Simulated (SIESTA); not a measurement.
# CoPd2O2 in SIESTA: convergence with EnergyShift

Aim: find how far EnergyShift must go before the results for CoPd2O2 settle, at PBE. This setting moves, with any that are tied to it; all else stays.

All numbers are computed with SIESTA 5.4.2; they aren't measurements. Logs are shortened: lines on timing, memory, paths and dates and some standing lists are left out, and cuts for length are marked.

### Step 1. The structure

The cell holds a slab with vacuum, 5 atoms: a = 2.845 Å, b = 2.845 Å, c = 20.960 Å, α = 90.00°, β = 90.00°, γ = 120.00°.

### Step 2. With EnergyShift 0.05

run.py

```python
from ase import Atoms
from ase.calculators.siesta import Siesta
from ase.units import Ry, GPa

atoms = Atoms(
    ['Pd', 'O', 'Co', 'O', 'Pd'],
    cell=[
        [2.8449990154, -0.0, 0.0],
        [-1.4224995077, 2.4638414211, 0.0],
        [0.0, 0.0, 20.96],
    ],
    scaled_positions=[
        [0.6666666667, 0.3333333333, 0.3578244275],
        [0.6666666667, 0.3333333333, 0.4534943702],
        [0.0, 0.0, 0.5],
        [0.3333333333, 0.6666666667, 0.5465056298],
        [0.3333333333, 0.6666666667, 0.6421755725],
    ],
    pbc=True,
)

fdf = {
    'SCFMustConverge': False,
    'DM.InitSpin': ['  1   0.000', '  2   0.000', '  3   2.000', '  4   0.000', '  5   0.000'],
    'OccupationFunction': 'FD',
    'ElectronicTemperature': '0.05 eV',
    'Slab.DipoleCorrection': 'vacuum',
    'MaxSCFIterations': '200',
    'SCF.Mixer.Method': 'Pulay',
    'SCF.Mixer.Weight': '0.1',
    'SCF.Mixer.History': '10',
    'SCF.DM.Tolerance': '5.0e-05',
    'SCF.H.Tolerance': '1.0e-03 eV',
    'WriteForces': 'true',
    'Charge.Mulliken': 'end',
    'PAO.Basis': ['Pd.1 5', 'n=4 0 2', '  2.222 0.000', 'n=5 0 2', '  5.842 0.000', 'n=4 1 2', '  2.476 0.000', 'n=5 1 1', '  5.842', 'n=4 2 2', '  3.714 0.000', 'Co.3 5', 'n=3 0 2', '  1.969 0.000', 'n=4 0 2', '  5.088 0.000', 'n=3 1 2', '  2.143 0.000', 'n=4 1 1', '  5.088', 'n=3 2 2', '  2.997 0.000'],
}
calc = Siesta(
    label="CoPd2O2",
    command="siesta < PREFIX.fdf > PREFIX.out",
    pseudo_path="pseudos",
    pseudo_qualifier="",
    xc=('GGA', 'PBE'),
    basis_set="DZP",
    mesh_cutoff=800 * Ry,
    energy_shift=0.05 * Ry,
    kpts=[6, 6, 1],
    spin="collinear",
    fdf_arguments=fdf,
)
atoms.calc = calc

print(f"energy = {atoms.get_potential_energy():.6f} eV")
free = atoms.get_potential_energy(force_consistent=True)
print(f"free energy = {free:.6f} eV")
print("forces (eV/A):")
print(atoms.get_forces(apply_constraint=False).round(6))
print("stress (GPa, Voigt order, tension positive):", (atoms.get_stress() / GPa).round(4))
```

Potentials or basis: PseudoDojo 0.4 standard (PBE files), DZP (energy shift 0.05 Ry; two zetas on semicore shells).

Run with:

```console
$ python run.py
```

It took 72 s on 1 thread of Arm Neoverse V2, shared host; peak memory 0.33 GiB.

Results (log left out):

```yaml
Free_energy: -12416.2048 eV
Largest_force: 1.656 eV/Å
Band_gap_on_the_k_mesh: none (metal or under the smearing width)
Net_moment: 1.18 μB per cell
Site_moments: Pd +0.34; O +0.04; Co +0.44 μB
```

### Step 3. With EnergyShift 0.03

run.py, as its differences from that of step 2:

```diff
@@ -35,3 +35,3 @@
     'Charge.Mulliken': 'end',
-    'PAO.Basis': ['Pd.1 5', 'n=4 0 2', '  2.222 0.000', 'n=5 0 2', '  5.842 0.000', 'n=4 1 2', '  2.476 0.000', 'n=5 1 1', '  5.842', 'n=4 2 2', '  3.714 0.000', 'Co.3 5', 'n=3 0 2', '  1.969 0.000', 'n=4 0 2', '  5.088 0.000', 'n=3 1 2', '  2.143 0.000', 'n=4 1 1', '  5.088', 'n=3 2 2', '  2.997 0.000'],
+    'PAO.Basis': ['Pd.1 5', 'n=4 0 2', '  2.332 0.000', 'n=5 0 2', '  6.368 0.000', 'n=4 1 2', '  2.614 0.000', 'n=5 1 1', '  6.368', 'n=4 2 2', '  4.073 0.000', 'Co.3 5', 'n=3 0 2', '  2.071 0.000', 'n=4 0 2', '  5.501 0.000', 'n=3 1 2', '  2.267 0.000', 'n=4 1 1', '  5.501', 'n=3 2 2', '  3.280 0.000'],
 }
@@ -45,3 +45,3 @@
     mesh_cutoff=800 * Ry,
-    energy_shift=0.05 * Ry,
+    energy_shift=0.03 * Ry,
     kpts=[6, 6, 1],
```

Potentials or basis: PseudoDojo 0.4 standard (PBE files), DZP (energy shift 0.03 Ry; two zetas on semicore shells).

Run with:

```console
$ python run.py
```

It took 82 s on 1 thread of Arm Neoverse V2, shared host; peak memory 0.36 GiB.

The run converged. Its results:

* Free energy: -12424.9435 eV
* Largest force: 0.887 eV/Å
* Band gap on the k mesh: none (metal or under the smearing width)
* Net moment: 1.17 μB per cell
* Site moments: Pd +0.36; O +0.05; Co +0.36 μB

### Step 4. With EnergyShift 0.02

run.py, as its differences from that of step 3:

```diff
@@ -35,3 +35,3 @@
     'Charge.Mulliken': 'end',
-    'PAO.Basis': ['Pd.1 5', 'n=4 0 2', '  2.332 0.000', 'n=5 0 2', '  6.368 0.000', 'n=4 1 2', '  2.614 0.000', 'n=5 1 1', '  6.368', 'n=4 2 2', '  4.073 0.000', 'Co.3 5', 'n=3 0 2', '  2.071 0.000', 'n=4 0 2', '  5.501 0.000', 'n=3 1 2', '  2.267 0.000', 'n=4 1 1', '  5.501', 'n=3 2 2', '  3.280 0.000'],
+    'PAO.Basis': ['Pd.1 5', 'n=4 0 2', '  2.417 0.000', 'n=5 0 2', '  6.789 0.000', 'n=4 1 2', '  2.727 0.000', 'n=5 1 1', '  6.789', 'n=4 2 2', '  4.378 0.000', 'Co.3 5', 'n=3 0 2', '  2.152 0.000', 'n=4 0 2', '  5.831 0.000', 'n=3 1 2', '  2.369 0.000', 'n=4 1 1', '  5.831', 'n=3 2 2', '  3.511 0.000'],
 }
@@ -45,3 +45,3 @@
     mesh_cutoff=800 * Ry,
-    energy_shift=0.03 * Ry,
+    energy_shift=0.02 * Ry,
     kpts=[6, 6, 1],
```

Potentials or basis: PseudoDojo 0.4 standard (PBE files), DZP (energy shift 0.02 Ry; two zetas on semicore shells).

Run with:

```console
$ python run.py
```

It took 91 s on 1 thread of Arm Neoverse V2, shared host; peak memory 0.39 GiB.

The run converged. Its results:

| Item | Value |
| --- | --- |
| Free energy | -12428.5530 eV |
| Largest force | 0.549 eV/Å |
| Band gap on the k mesh | none (metal or under the smearing width) |
| Net moment | 1.15 μB per cell |
| Site moments | Pd +0.36; O +0.05; Co +0.32 μB |

### Step 5. With EnergyShift 0.01

run.py, as its differences from that of step 4:

```diff
@@ -35,3 +35,3 @@
     'Charge.Mulliken': 'end',
-    'PAO.Basis': ['Pd.1 5', 'n=4 0 2', '  2.417 0.000', 'n=5 0 2', '  6.789 0.000', 'n=4 1 2', '  2.727 0.000', 'n=5 1 1', '  6.789', 'n=4 2 2', '  4.378 0.000', 'Co.3 5', 'n=3 0 2', '  2.152 0.000', 'n=4 0 2', '  5.831 0.000', 'n=3 1 2', '  2.369 0.000', 'n=4 1 1', '  5.831', 'n=3 2 2', '  3.511 0.000'],
+    'PAO.Basis': ['Pd.1 5', 'n=4 0 2', '  2.568 0.000', 'n=5 0 2', '  7.504 0.000', 'n=4 1 2', '  2.914 0.000', 'n=5 1 1', '  7.504', 'n=4 2 2', '  4.908 0.000', 'Co.3 5', 'n=3 0 2', '  2.290 0.000', 'n=4 0 2', '  6.393 0.000', 'n=3 1 2', '  2.537 0.000', 'n=4 1 1', '  6.393', 'n=3 2 2', '  3.921 0.000'],
 }
@@ -45,3 +45,3 @@
     mesh_cutoff=800 * Ry,
-    energy_shift=0.02 * Ry,
+    energy_shift=0.01 * Ry,
     kpts=[6, 6, 1],
```

Potentials or basis: PseudoDojo 0.4 standard (PBE files), DZP (energy shift 0.01 Ry; two zetas on semicore shells).

Run with:

```console
$ python run.py
```

It took 2.3 min on 1 thread of Arm Neoverse V2, shared host; peak memory 0.44 GiB.

It converged, with:

| Item | Value |
| --- | --- |
| Free energy | -12431.5111 eV |
| Largest force | 0.700 eV/Å |
| Band gap on the k mesh | none (metal or under the smearing width) |
| Net moment | 1.13 μB per cell |
| Site moments | Pd +0.36; O +0.06; Co +0.29 μB |

### Step 6. With EnergyShift 0.005

run.py, as its differences from that of step 5:

```diff
@@ -35,3 +35,3 @@
     'Charge.Mulliken': 'end',
-    'PAO.Basis': ['Pd.1 5', 'n=4 0 2', '  2.568 0.000', 'n=5 0 2', '  7.504 0.000', 'n=4 1 2', '  2.914 0.000', 'n=5 1 1', '  7.504', 'n=4 2 2', '  4.908 0.000', 'Co.3 5', 'n=3 0 2', '  2.290 0.000', 'n=4 0 2', '  6.393 0.000', 'n=3 1 2', '  2.537 0.000', 'n=4 1 1', '  6.393', 'n=3 2 2', '  3.921 0.000'],
+    'PAO.Basis': ['Pd.1 5', 'n=4 0 2', '  2.716 0.000', 'n=5 0 2', '  8.212 0.000', 'n=4 1 2', '  3.101 0.000', 'n=5 1 1', '  8.212', 'n=4 2 2', '  5.458 0.000', 'Co.3 5', 'n=3 0 2', '  2.427 0.000', 'n=4 0 2', '  6.941 0.000', 'n=3 1 2', '  2.700 0.000', 'n=4 1 1', '  6.941', 'n=3 2 2', '  4.343 0.000'],
 }
@@ -45,3 +45,3 @@
     mesh_cutoff=800 * Ry,
-    energy_shift=0.01 * Ry,
+    energy_shift=0.005 * Ry,
     kpts=[6, 6, 1],
```

Potentials or basis: PseudoDojo 0.4 standard (PBE files), DZP (energy shift 0.005 Ry; two zetas on semicore shells).

Run with:

```console
$ python run.py
```

Run time: 3 min. Hardware: 1 thread of Arm Neoverse V2, shared host; peak memory 0.5 GiB.

The run converged. Its results:

```
Free energy            : -12432.6859 eV
Largest force          : 0.805 eV/Å
Band gap on the k mesh : none (metal or under the smearing width)
Net moment             : 1.12 μB per cell
Site moments           : Pd +0.36; O +0.06; Co +0.27 μB
```

### Step 7. With EnergyShift 0.003

run.py, as its differences from that of step 6:

```diff
@@ -35,3 +35,3 @@
     'Charge.Mulliken': 'end',
-    'PAO.Basis': ['Pd.1 5', 'n=4 0 2', '  2.716 0.000', 'n=5 0 2', '  8.212 0.000', 'n=4 1 2', '  3.101 0.000', 'n=5 1 1', '  8.212', 'n=4 2 2', '  5.458 0.000', 'Co.3 5', 'n=3 0 2', '  2.427 0.000', 'n=4 0 2', '  6.941 0.000', 'n=3 1 2', '  2.700 0.000', 'n=4 1 1', '  6.941', 'n=3 2 2', '  4.343 0.000'],
+    'PAO.Basis': ['Pd.1 5', 'n=4 0 2', '  2.822 0.000', 'n=5 0 2', '  8.721 0.000', 'n=4 1 2', '  3.234 0.000', 'n=5 1 1', '  8.721', 'n=4 2 2', '  5.877 0.000', 'Co.3 5', 'n=3 0 2', '  2.527 0.000', 'n=4 0 2', '  7.356 0.000', 'n=3 1 2', '  2.822 0.000', 'n=4 1 1', '  7.356', 'n=3 2 2', '  4.649 0.000'],
 }
@@ -45,3 +45,3 @@
     mesh_cutoff=800 * Ry,
-    energy_shift=0.005 * Ry,
+    energy_shift=0.003 * Ry,
     kpts=[6, 6, 1],
```

Potentials or basis: PseudoDojo 0.4 standard (PBE files), DZP (energy shift 0.003 Ry; two zetas on semicore shells).

Run with:

```console
$ python run.py
```

Run time: 4 min. Hardware: 1 thread of Arm Neoverse V2, shared host; peak memory 0.55 GiB.

It converged, with:

| Quantity | Value |
| --- | --- |
| Free energy | -12433.1491 eV |
| Largest force | 0.807 eV/Å |
| Band gap on the k mesh | none (metal or under the smearing width) |
| Net moment | 1.12 μB per cell |
| Site moments | Pd +0.36; O +0.06; Co +0.26 μB |

### Step 8. With EnergyShift 0.002

run.py, as its differences from that of step 7:

```diff
@@ -35,3 +35,3 @@
     'Charge.Mulliken': 'end',
-    'PAO.Basis': ['Pd.1 5', 'n=4 0 2', '  2.822 0.000', 'n=5 0 2', '  8.721 0.000', 'n=4 1 2', '  3.234 0.000', 'n=5 1 1', '  8.721', 'n=4 2 2', '  5.877 0.000', 'Co.3 5', 'n=3 0 2', '  2.527 0.000', 'n=4 0 2', '  7.356 0.000', 'n=3 1 2', '  2.822 0.000', 'n=4 1 1', '  7.356', 'n=3 2 2', '  4.649 0.000'],
+    'PAO.Basis': ['Pd.1 5', 'n=4 0 2', '  2.908 0.000', 'n=5 0 2', '  9.132 0.000', 'n=4 1 2', '  3.346 0.000', 'n=5 1 1', '  9.132', 'n=4 2 2', '  6.217 0.000', 'Co.3 5', 'n=3 0 2', '  2.604 0.000', 'n=4 0 2', '  7.672 0.000', 'n=3 1 2', '  2.919 0.000', 'n=4 1 1', '  7.672', 'n=3 2 2', '  4.898 0.000'],
 }
@@ -45,3 +45,3 @@
     mesh_cutoff=800 * Ry,
-    energy_shift=0.003 * Ry,
+    energy_shift=0.002 * Ry,
     kpts=[6, 6, 1],
```

Potentials or basis: PseudoDojo 0.4 standard (PBE files), DZP (energy shift 0.002 Ry; two zetas on semicore shells).

Run with:

```console
$ python run.py
```

Wall time 4.6 min (1 thread of Arm Neoverse V2, shared host); peak memory 0.59 GiB.

Results (log left out):

* Free energy: -12433.4014 eV
* Largest force: 0.801 eV/Å
* Band gap on the k mesh: none (metal or under the smearing width)
* Net moment: 1.11 μB per cell
* Site moments: Pd +0.36; O +0.06; Co +0.26 μB

[end of part 1 of 2]
